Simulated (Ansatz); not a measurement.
**CH₉NO₂Si₂: up Jacob's ladder to CCSD(T)**

One table from this session's results is given with a row withheld; the runs are named, their logs left out.

The runs use Ansatz 0.2.0, Gaussian basis; functionals in def2-TZVPP, the program's frozen cores in correlated methods.

Levels to be run: PBE-D4, r2SCAN-D4, PBE0-D4, B3LYP-D4, ωB97X-V, ωB97M-V, B2PLYP; CCSD(T)/def2-TZVPP; MP2/def2-QZVPP; extrapolation to the limit.

### Structure used throughout

All runs share one geometry, relaxed beforehand with PBE0-D4 in a triple-zeta def2 set.

SMILES `C[SiH2]N[SiH](O)O`, 15 atoms, charge 0, spin multiplicity 1.

Atoms are counted from 1 here; the program's logs count them from 0.

Bond lengths: C1–Si2 1.864 Å, C1–H7 1.092 Å, C1–H8 1.093 Å, C1–H9 1.093 Å, Si2–N3 1.730 Å, Si2–H10 1.491 Å, Si2–H11 1.493 Å, N3–Si4 1.718 Å, N3–H12 1.011 Å, Si4–O5 1.641 Å, Si4–O6 1.633 Å, Si4–H13 1.478 Å, O5–H14 0.959 Å, O6–H15 0.959 Å. Angles: Si2–C1–H7 111.1°, Si2–C1–H8 110.5°, Si2–C1–H9 111.0°, H7–C1–H8 108.2°, H7–C1–H9 108.3°, H8–C1–H9 107.6°, C1–Si2–N3 109.6°, C1–Si2–H10 109.3°, C1–Si2–H11 110.4°, N3–Si2–H10 112.7°, N3–Si2–H11 108.3°, H10–Si2–H11 106.4°, Si2–N3–Si4 129.1°, Si2–N3–H12 115.1°, Si4–N3–H12 115.6°, N3–Si4–O5 106.9°, N3–Si4–O6 115.0°, N3–Si4–H13 110.1° and more.

The first run:

File in.yaml:

```yaml
crystal:
  periodic: [false, false, false]
  atoms:
    - {symbol: C, position_ang: [-0.269726, 0.309790, 2.603837]}
    - {symbol: Si, position_ang: [0.558771, 0.293106, 0.934643]}
    - {symbol: N, position_ang: [-0.519819, -0.371518, -0.243355]}
    - {symbol: Si, position_ang: [-0.441963, -0.279179, -1.956986]}
    - {symbol: O, position_ang: [0.690006, 0.850788, -2.322416]}
    - {symbol: O, position_ang: [-0.015467, -1.667428, -2.704674]}
    - {symbol: H, position_ang: [-1.186475, 0.903484, 2.582105]}
    - {symbol: H, position_ang: [0.396681, 0.737910, 3.356738]}
    - {symbol: H, position_ang: [-0.523741, -0.703942, 2.925016]}
    - {symbol: H, position_ang: [1.842782, -0.459554, 1.028782]}
    - {symbol: H, position_ang: [0.912957, 1.681796, 0.515702]}
    - {symbol: H, position_ang: [-1.253804, -0.958312, 0.129526]}
    - {symbol: H, position_ang: [-1.779577, 0.015262, -2.511189]}
    - {symbol: H, position_ang: [0.717744, 1.645524, -1.786514]}
    - {symbol: H, position_ang: [0.871630, -1.997717, -2.551195]}
basis:
  gaussian: {orbitals: def2-TZVPP}
hamiltonian: {xc: pbe, dispersion: d4}
output: {forces: true, orbitals: {seedname: orbitals}}
```

Command:

```bash
ansatz run in.yaml --threads 2 --pin off --events-out ev --progress --plain --max-ram 22528MiB --backend cuda --devices 0, --max-vram 18GiB
```

Among the steps run: PBE-D4 (GGA); r2SCAN-D4 (meta-GGA); PBE0-D4 (hybrid); B3LYP-D4 (hybrid); ωB97X-V (range-separated); ωB97M-V (range-separated); B2PLYP (double hybrid); CCSD(T) in def2-TZVPP; MP2 in def2-QZVPP.

One of the session's tables, all rows but one given; the rest of the session is left out.

| method | atomisation energy (eV) |
| --- | --- |
| PBE-D4 | 58.214 |
| r2SCAN-D4 | 57.820 |
| PBE0-D4 | 57.360 |
| B3LYP-D4 | 57.816 |
| ωB97X-V | 58.127 |
| ωB97M-V | 58.128 |
| B2PLYP | 57.241 |
| HF/def2-TZVPP | 42.048 |
| MP2/def2-TZVPP | 57.257 |
| CCSD/def2-TZVPP | 55.687 |
| CCSD(T)/def2-TZVPP | 56.426 |
| MP2/CBS | ? |
| CCSD(T)/CBS | 58.136 |

**Question.** Estimate the row for MP2/CBS.

As computed: atomisation energy (eV): 58.968. In the column «atomisation energy (eV)» it is the highest.
